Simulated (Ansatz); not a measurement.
**C2H8AlBSi: a ladder of functionals and wavefunction methods**

An exercise on one series of results from a longer session: the logs are not shown, and one member is left open.

The runs use Ansatz 0.2.0, Gaussian basis; functionals in def2-TZVPP, the program's frozen cores in correlated methods.

Levels to be run: PBE-D4, r2SCAN-D4, PBE0-D4, B3LYP-D4, ωB97X-V, ωB97M-V, B2PLYP; CCSD(T)/def2-TZVPP; MP2/def2-QZVPP; extrapolation to the limit.

### The relaxed structure

An earlier PBE0-D4 in a triple-zeta def2 set relaxation fixed the geometry.

SMILES `[AlH2]/[CH]=C/B[SiH3]`, 13 atoms, charge 0, spin multiplicity 1.

Atoms are counted from 1 here; the program's logs count them from 0.

Bond lengths: Al1–C2 1.956 Å, Al1–H6 1.586 Å, Al1–H7 1.586 Å, C2–C3 1.354 Å, C2–H8 1.092 Å, C3–B4 1.540 Å, C3–H9 1.093 Å, B4–Si5 2.016 Å, B4–H10 1.201 Å, Si5–H11 1.493 Å, Si5–H12 1.490 Å, Si5–H13 1.492 Å. Angles: C2–Al1–H6 121.5°, C2–Al1–H7 116.5°, H6–Al1–H7 122.1°, Al1–C2–C3 121.0°, Al1–C2–H8 123.2°, C3–C2–H8 115.7°, C2–C3–B4 121.0°, C2–C3–H9 117.9°, B4–C3–H9 120.6°, C3–B4–Si5 124.3°, C3–B4–H10 117.4°, Si5–B4–H10 118.2°, B4–Si5–H11 109.9°, B4–Si5–H12 114.1°, B4–Si5–H13 109.7°, H11–Si5–H12 107.9°, H11–Si5–H13 107.1°, H12–Si5–H13 107.8°.

As a file:

```csv
atom,x (Å),y (Å),z (Å)
Al1,-0.8099,2.9903,0.8481
C2,-1.0852,1.1915,0.1301
C3,-0.0358,0.4173,-0.2340
B4,-0.2281,-1.0749,-0.5616
Si5,1.2130,-2.4737,-0.3831
H6,-2.0131,3.8409,1.4334
H7,0.6758,3.5437,0.8180
H8,-2.0704,0.7303,0.0341
H9,0.9663,0.8454,-0.1551
H10,-1.3267,-1.4316,-0.8890
H11,1.3800,-3.2006,-1.6760
H12,2.5435,-1.9296,0.0109
H13,0.8111,-3.4837,0.6390
```

Set-up of the first run:

in.yaml

```yaml
crystal:
  periodic: [false, false, false]
  atoms:
    - {symbol: Al, position_ang: [-0.809900, 2.990295, 0.848134]}
    - {symbol: C, position_ang: [-1.085181, 1.191457, 0.130127]}
    - {symbol: C, position_ang: [-0.035799, 0.417281, -0.233965]}
    - {symbol: B, position_ang: [-0.228089, -1.074857, -0.561587]}
    - {symbol: Si, position_ang: [1.213023, -2.473675, -0.383114]}
    - {symbol: H, position_ang: [-2.013123, 3.840949, 1.433373]}
    - {symbol: H, position_ang: [0.675843, 3.543697, 0.817987]}
    - {symbol: H, position_ang: [-2.070448, 0.730277, 0.034064]}
    - {symbol: H, position_ang: [0.966305, 0.845434, -0.155063]}
    - {symbol: H, position_ang: [-1.326676, -1.431625, -0.889017]}
    - {symbol: H, position_ang: [1.380008, -3.200587, -1.676039]}
    - {symbol: H, position_ang: [2.543483, -1.929631, 0.010918]}
    - {symbol: H, position_ang: [0.811054, -3.483714, 0.638982]}
basis:
  gaussian: {orbitals: def2-TZVPP}
hamiltonian: {xc: pbe, dispersion: d4}
output: {forces: true, orbitals: {seedname: orbitals}}
```

The run is started by

```
> ansatz run in.yaml --threads 4 --pin off --events-out ev --progress --plain --max-ram 10444MiB
```

Among the steps run: PBE-D4 (GGA); r2SCAN-D4 (meta-GGA); PBE0-D4 (hybrid); B3LYP-D4 (hybrid); ωB97X-V (range-separated); ωB97M-V (range-separated); B2PLYP (double hybrid); CCSD(T) in def2-TZVPP; MP2 in def2-QZVPP.

One table of the session follows, with a row left open; its other results are not shown here.

```
            method  atomisation energy (kcal/mol)
            PBE-D4                         1053.6
         r2SCAN-D4                         1050.9
           PBE0-D4                              ?
          B3LYP-D4                         1049.5
           ωB97X-V                         1051.0
           ωB97M-V                         1048.9
            B2PLYP                         1036.2
     HF/def2-TZVPP                          804.3
    MP2/def2-TZVPP                         1026.7
   CCSD/def2-TZVPP                         1008.9
CCSD(T)/def2-TZVPP                         1021.2
           MP2/CBS                         1049.9
       CCSD(T)/CBS                         1044.5
```

Q: Estimate the row for PBE0-D4 from the others.

**Answer.** atomisation energy (kcal/mol): 1045.6. In the column «atomisation energy (kcal/mol)» it lies between CCSD(T)/CBS (1044.5) and ωB97M-V (1048.9).
